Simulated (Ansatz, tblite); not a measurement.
# The cluster Nb3S4+: rung by rung

An exercise on one series of results from a longer session: the logs are not shown, and one member is left open.

Method: as each input shows; program: Ansatz 0.2.0, Gaussian basis.

The runs, in order: GFN1-xTB, GFN2-xTB, PBE-D4/def2-TZVP, r2SCAN-D4/def2-TZVP, ωB97X-V/def2-TZVP, r2SCANh-D4/def2-TZVP, PBE-QIDH/def2-TZVP, PBE-D4/def2-SVP, PBE0-D4/def2-SVP, CCSD(T)/def2-SVP, MP2/def2-TZVP.

7 further runs of the same task are left out: 7 set aside as unsound or not needed. Runs told in other sessions of the task aren't counted.

## The structure

The geometry is that of the singlet, from an earlier relaxation (B3LYP-D4/def2-SVP). At that level it is the lowest of the isomers that a small search found.

7 atoms, charge 1, spin multiplicity 1.

Bond lengths: Nb1–S4 2.494 Å, Nb1–S5 2.538 Å, Nb1–S7 2.381 Å, Nb2–S5 2.545 Å, Nb2–S6 2.500 Å, Nb2–S7 2.358 Å, Nb3–S4 2.264 Å, Nb3–S5 2.383 Å, Nb3–S6 2.258 Å. Angles: S4–Nb1–S5 95.0°, S4–Nb1–S7 150.1°, S5–Nb1–S7 101.3°, S5–Nb2–S6 92.9°, S5–Nb2–S7 101.7°, S6–Nb2–S7 149.2°, S4–Nb3–S5 105.9°, S4–Nb3–S6 109.8°, S5–Nb3–S6 104.0°, Nb1–S4–Nb3 74.4°, Nb1–S5–Nb2 54.6°, Nb1–S5–Nb3 71.6°, Nb2–S5–Nb3 73.3°, Nb2–S6–Nb3 76.2°, Nb1–S7–Nb2 59.0°.

Nb takes a core potential in the def2 sets. No spin-orbit coupling is included. The ion is computed in the gas phase, without counter-ions or solvent.

PBE0-D4/def2-TZVP was run before; its log isn't repeated, and its numbers join the tables.

The first run:

Tight binding, by tblite at 300 K electronic temperature and without a spin-polarisation term:

```python
tblite.interface.Calculator('GFN1-xTB', numbers, positions, charge=1, uhf=0).singlepoint()
```

Tight binding, by tblite at 300 K electronic temperature and without a spin-polarisation term:

```python
tblite.interface.Calculator('GFN2-xTB', numbers, positions, charge=1, uhf=0).singlepoint()
```

start.molden holds the orbitals of an earlier run on this state, given as this run's starting guess.

Input file in.yaml:

```yaml
crystal:
  periodic: [false, false, false]
  atoms:
    - {symbol: Nb, position_ang: [0.902997, 0.862379, -0.692633]}
    - {symbol: Nb, position_ang: [-0.952993, -0.516003, -0.999511]}
    - {symbol: Nb, position_ang: [0.163389, -0.523552, 1.723975]}
    - {symbol: S, position_ang: [0.897377, 1.617604, 1.684096]}
    - {symbol: S, position_ang: [1.184317, -1.599379, -0.141788]}
    - {symbol: S, position_ang: [-2.043377, -0.585695, 1.249494]}
    - {symbol: S, position_ang: [-0.151701, 0.744637, -2.823633]}
basis:
  gaussian: {orbitals: def2-TZVP, initial_orbitals: start.molden}
total_charge: 1
hamiltonian: {xc: pbe, dispersion: d4}
scf: {omitted_lower_state_checks: [starts]}
output: {forces: true, orbitals: {seedname: orbitals}}
```

Launch:

```sh
$ ansatz run in.yaml --threads 4 --pin off --events-out ev --progress --plain --max-ram 4787MiB
```

Steps of the session up to this table: PBE-D4/def2-TZVP; r2SCAN-D4/def2-TZVP; ωB97X-V/def2-TZVP; r2SCANh-D4/def2-TZVP; PBE-QIDH/def2-TZVP; PBE-D4/def2-SVP; PBE0-D4/def2-SVP; CCSD(T)/def2-SVP; MP2/def2-TZVP.

One table of the session follows, with a row left open; its other results are not shown here.

| level | HOMO (eV) | LUMO (eV) | gap (eV) |
| --- | --- | --- | --- |
| PBE-D4/def2-SVP | -9.17 | -8.98 | 0.19 |
| PBE-D4/def2-TZVP | -9.03 | -8.81 | 0.22 |
| r2SCAN-D4/def2-TZVP | ? | ? | ? |
| r2SCANh-D4/def2-TZVP | -9.49 | -8.48 | 1.01 |
| PBE0-D4/def2-SVP | -10.08 | -8.32 | 1.76 |
| PBE0-D4/def2-TZVP | -9.90 | -8.11 | 1.79 |
| ωB97X-V/def2-TZVP | -11.90 | -6.12 | 5.79 |

**Question.** Estimate the row for r2SCAN-D4/def2-TZVP.

As computed: HOMO (eV): -9.15; LUMO (eV): -8.75; gap (eV): 0.41. In the column «HOMO (eV)» it lies between PBE-D4/def2-SVP (-9.17) and PBE-D4/def2-TZVP (-9.03).
